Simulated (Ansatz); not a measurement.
# MnSe: the cost of one run

Method: DFT LDA+U (U_eff = 3 eV on Mn d), plane waves, PAW, in Ansatz 0.2.0.

## Step 1: The structure to begin with

Symmetry: F-43m, No. 216, cubic system. Conventional cell: a = 5.820 Å, b = 5.820 Å, c = 5.820 Å, α = 90.00°, β = 90.00°, γ = 90.00°. Mn (site symmetry -43m) is surrounded by 4 Se at 2.52 Å. Around Se (site symmetry -43m) lie 4 Mn at 2.52 Å.

Coordinates:

```cif
data_structure
_symmetry_space_group_name_H-M 'F-43m'
_symmetry_Int_Tables_number 216
_cell_length_a 5.8200
_cell_length_b 5.8200
_cell_length_c 5.8200
_cell_angle_alpha 90.000
_cell_angle_beta 90.000
_cell_angle_gamma 90.000
_cell_volume 197.14
loop_
_atom_site_label
_atom_site_type_symbol
_atom_site_symmetry_multiplicity
_atom_site_Wyckoff_symbol
_atom_site_fract_x
_atom_site_fract_y
_atom_site_fract_z
_atom_site_occupancy
Mn1 Mn 4 a 0.00000 0.00000 0.00000 1
Se1 Se 4 c 0.25000 0.25000 0.25000 1
```

Magnetic order typed: antiferromagnetic, doubled cell 0 1/2 1/2.

## Step 2: From atoms, symmetry kept, no search

input.yaml

```yaml
crystal:
  lattice:
    - [0.0, 2.90999917, 2.90999917]
    - [5.81999834, 2.90999917, 2.90999917]
    - [5.81999834, 5.81999834, 0.0]
  atoms:
    - { symbol: Mn, position: [0.0, 0.0, 0.0], spin: 5.0 }
    - { symbol: Se, position: [0.75, 0.75, 0.0] }
    - { symbol: Mn, position: [0.0, 0.0, 0.5], spin: -5.0 }
    - { symbol: Se, position: [0.75, 0.75, 0.5] }
basis:
  ecutwfc: 420
  ecutrho_ratio: 4
kpoints:
  mp_grid: { grid: [6, 6, 6] }
hamiltonian:
  xc: lda
  hubbard:
    sites: [{ site: 0, l: d, u_eff: 3.0 }, { site: 2, l: d, u_eff: 3.0 }]
scf:
  occupations: { method: gaussian, width: 0.05 }
  lower_state_search: "off"
  max_iter: 150
output:
  forces: true
  stress: true
  eigenvalues: true
  populations: true
  hubbard: { sites: [{ site: 0, l: d }, { site: 2, l: d }] }
magnetization:
  spin_polarized: true
```

Started as:

```
$ ansatz run input.yaml --threads 2 --pin off --max-ram 3072MiB --backend cpu --events-out ev --progress --plain --runs-dir out
```

**Question.** How long does this run take on 2 threads of Arm Neoverse N1, shared host, and how much memory does it need?

About 24 s, with a peak of 0.59 GiB.
